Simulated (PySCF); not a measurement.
**SiHCl3 (SMILES Cl[SiH](Cl)Cl) at 5 levels**

Aim: a comparison of 5 runs (HF/def2-SVP, B3LYP/6-31G*, BLYP/def2-TZVP, SVWN5/def2-TZVP) of SiHCl3. The job is set up through a Python script.

The calculation is run with PySCF 2.14.0.

### Step 1. Starting point

The species is SiHCl3 (5 atoms), meant as a singlet with charge 0. As SMILES, `Cl[SiH](Cl)Cl`. The coordinates come from a PBE0-D4/def2-TZVP relaxation.

Bond lengths: Cl1–Si2 2.030 Å, Si2–Cl3 2.030 Å, Si2–Cl4 2.030 Å, Si2–H5 1.469 Å. Angles: Cl1–Si2–Cl3 109.5°, Cl1–Si2–Cl4 109.5°, Cl3–Si2–Cl4 109.5°, Cl1–Si2–H5 109.5°, Cl3–Si2–H5 109.4°, Cl4–Si2–H5 109.4°.

### Step 2. Energy and forces at HF/def2-SVP (run 1)

calc.py

```python
# Cl[SiH](Cl)Cl
import pyscf.grad
from pyscf import gto, scf

mol = gto.M(
    atom='''
Cl     3.195395    -1.079846     1.685409
Si    -0.153635    -0.023981     0.142561
Cl     0.033448     3.654163    -0.928404
Cl    -0.899547    -2.211962    -2.918096
H     -2.175661    -0.338374     2.018511
''',
    unit='bohr',
    verbose=3,
    basis='def2-svp',
    charge=0,
    max_memory=1860,
)

calc0 = scf.RHF(mol)
calc0.conv_tol = 1e-10
calc0.kernel()
if not calc0.converged:
    calc0 = calc0.newton().run(calc0.mo_coeff, calc0.mo_occ)

e_final = calc0.e_tot
print('E = %.10f Eh' % e_final)
grad = calc0.Gradients().kernel()
calc0.analyze()
```

Launch:

```sh
OMP_NUM_THREADS=1 python calc.py
```

Log:

```text
converged SCF energy = -1667.64189169885
[... 21 lines left out ...]
MO #12  energy= -8.04806447906373  occ= 2
[... 12 lines left out ...]
MO #25  energy= -0.587253558090012 occ= 2
[... 12 lines left out ...]
MO #38  energy= 0.270439195034244  occ= 0
[... 12 lines left out ...]
MO #51  energy= 0.978357071072498  occ= 0
[... 12 lines left out ...]
MO #64  energy= 1.20276741194495   occ= 0
[... 12 lines left out ...]
MO #77  energy= 2.38310079287303   occ= 0
[... 6 lines left out ...]
Dipole moment(X, Y, Z, Debye): -0.78202, -0.12188,  0.72563
```

Wall time 9.3 s (1 thread of Intel Xeon at 2.50GHz (Skylake/Cascade Lake), shared host); peak memory 0.15 GiB.

### Step 3. Energy and gradient at B3LYP/6-31G(d) (spherical functions) (run 2)

run.py

```python
import pyscf.grad
from pyscf import gto, dft

system = gto.M(
    atom='''
Cl     3.195395    -1.079846     1.685409
Si    -0.153635    -0.023981     0.142561
Cl     0.033448     3.654163    -0.928404
Cl    -0.899547    -2.211962    -2.918096
H     -2.175661    -0.338374     2.018511
''',
    verbose=4,
    basis='6-31g*',
    max_memory=1860,
    spin=0,
    unit='bohr',
)

mf = dft.RKS(system, xc='b3lyp')
mf.conv_tol = 1e-10
mf.grids.level = 5
mf.kernel()
if not mf.converged:
    mf = mf.newton().run(mf.mo_coeff, mf.mo_occ)

etot = mf.e_tot
print('E = %.10f Eh' % etot)
grad = mf.Gradients().kernel()
dip = mf.dip_moment()
pop, q = mf.mulliken_pop()
```

Launch:

```sh
OMP_NUM_THREADS=1 python run.py
```

Log:

```text
PySCF version 2.14.0

[... 71 lines left out ...]
converged SCF energy = -1670.81628772351
[... 13 lines left out ...]
Dipole moment(X, Y, Z, Debye): -0.78601, -0.12247,  0.72932
[... 80 lines left out ...]
charge of    4H =     -0.01400
```

Run time: 47 s. Hardware: 1 thread of Intel Xeon at 2.50GHz (Skylake/Cascade Lake), shared host; peak memory 0.72 GiB.

Runs 3 to 4 aren't shown in full; the table further down has their settings and results.

### Step 4. Energy and forces at SVWN5/def2-TZVP (run 5)

run.py

```python
from pyscf import gto, dft

mol = gto.M(
    atom='''
Cl   1.690930  -0.571430   0.891880
Si  -0.081300  -0.012690   0.075440
Cl   0.017700   1.933700  -0.491290
Cl  -0.476020  -1.170520  -1.544190
H   -1.151310  -0.179060   1.068150
''',
    verbose=3,
    max_memory=1860,
    basis='def2-tzvp',
)

mf = dft.RKS(mol, xc='svwn')
mf.grids.level = 5
mf.conv_tol = 1e-10
mf.kernel()
if not mf.converged:
    mf = mf.newton().run(mf.mo_coeff, mf.mo_occ)

etot = mf.e_tot
print('E = %.10f Eh' % etot)
grad = mf.nuc_grad_method().kernel()
dip = mf.dip_moment()
pop, q = mf.mulliken_pop()
```

Launch:

```sh
OMP_NUM_THREADS=1 python run.py
```

Log:

```text
converged SCF energy = -1665.30588968882
[... 9 lines left out ...]
Dipole moment(X, Y, Z, Debye): -0.54087, -0.08425,  0.50187
[... 160 lines left out ...]
charge of    4H =      0.02980
```

Wall time 90 s (1 thread of Intel Xeon at 2.50GHz (Skylake/Cascade Lake), shared host); peak memory 1.1 GiB.

### Step 5. Overview of the runs

```
run                               level  integration grid  Cartesian functions   energy (Eh)  dipole moment (D)  HOMO energy (eV)  LUMO energy (eV)  wall time
  1                         HF/def2-SVP                 –                   no  -1667.641892               1.07            -12.64              4.50      9.3 s
  2  B3LYP/6-31G* (spherical functions)                 5                   no  -1670.816288               1.08             -9.11             -0.33       47 s
  3  B3LYP/6-31G* (Cartesian functions)                 5                  yes  -1670.827654               1.08             -9.11             -0.33       48 s
  4                      BLYP/def2-TZVP                 5                   no  -1670.884869               0.70             -7.78             -0.96    2.1 min
  5                     SVWN5/def2-TZVP                 5                   no  -1665.305890               0.74             -8.10             -1.33       90 s
```

### Step 6. Outcome

| quantity | value |
| --- | --- |
| run 5: total energy | -1665.30589 Eh |
| run 5: dipole moment | 0.74 D |
| run 5: HOMO energy | -8.10 eV |
| run 5: LUMO energy | -1.33 eV |
| run 5: HOMO–LUMO gap | 6.77 eV |
| run 5: largest force on an atom | 0.276 eV/Å |

The dipole moment (its size) runs from 0.70 D (BLYP/def2-TZVP) to 1.08 D (B3LYP/6-31G*). The two ends differ in method and basis. The HOMO–LUMO gap runs from 6.77 eV (SVWN5/def2-TZVP) to 17.14 eV (HF/def2-SVP). Totals of different functionals can't be ranked against each other. All runs together took 5.4 min, the longest 2.1 min.
